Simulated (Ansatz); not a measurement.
# BCl2FH2: the cost of one run

Program: Ansatz 0.2.0. Level of theory: RKS PBE-D4/def2-SVP. These are calculated values, not measurements.

## Step 1: The system as given

Bond lengths: B1–F3 1.320 Å, B1–Cl4 1.860 Å, B1–Cl5 2.160 Å, Cl5–H6 1.527 Å. Angles: F3–B1–Cl4 120.0°, F3–B1–Cl5 105.6°, Cl4–B1–Cl5 92.7°, B1–Cl5–H6 58.2°.

As a file:

```xyz
6

B     0.0000    0.0000    0.0000
H     0.0000    0.0000    1.5400
F     1.1431    0.0000   -0.6600
Cl   -1.6108    0.0000   -0.9300
Cl   -0.2766   -2.0311    0.6811
H    -0.1183   -0.8687    1.6586
```

## Step 2: Pulling towards end A

Springs on the bonds that form and break draw the guess towards this end; the thresholds are loose.

Input file input.yaml:

```yaml
crystal:
  periodic: [false, false, false]
  atoms:
    - { symbol: B, position_ang: [0.0, 0.0, 0.0] }
    - { symbol: H, position_ang: [0.0, 0.0, 1.54] }
    - { symbol: F, position_ang: [1.1431, 0.0, -0.66] }
    - { symbol: Cl, position_ang: [-1.6108, 0.0, -0.93] }
    - { symbol: Cl, position_ang: [-0.2766, -2.0311, 0.6811] }
    - { symbol: H, position_ang: [-0.1183, -0.8687, 1.6586] }
basis:
  gaussian: { orbitals: def2-SVP }
hamiltonian:
  xc: pbe
  dispersion: d4
relax:
  f_tol: 0.15
  max_steps: 25
  restrain:
    - { distance: [0, 4], at: 3.06, k: 30.0 }
    - { distance: [5, 1], at: 1.86, k: 30.0 }
    - { distance: [0, 1], at: 1.19, k: 30.0 }
    - { distance: [5, 4], at: 1.37, k: 30.0 }
```

The run is started by

```sh
ansatz run input.yaml --threads 1 --pin off --max-ram 2048MiB --backend cpu --events-out ev --progress --plain --runs-dir out
```

Q: Estimate wall time and peak memory on 1 thread of Arm Neoverse V1, shared host.

About 21 s, with a peak of 0.14 GiB.
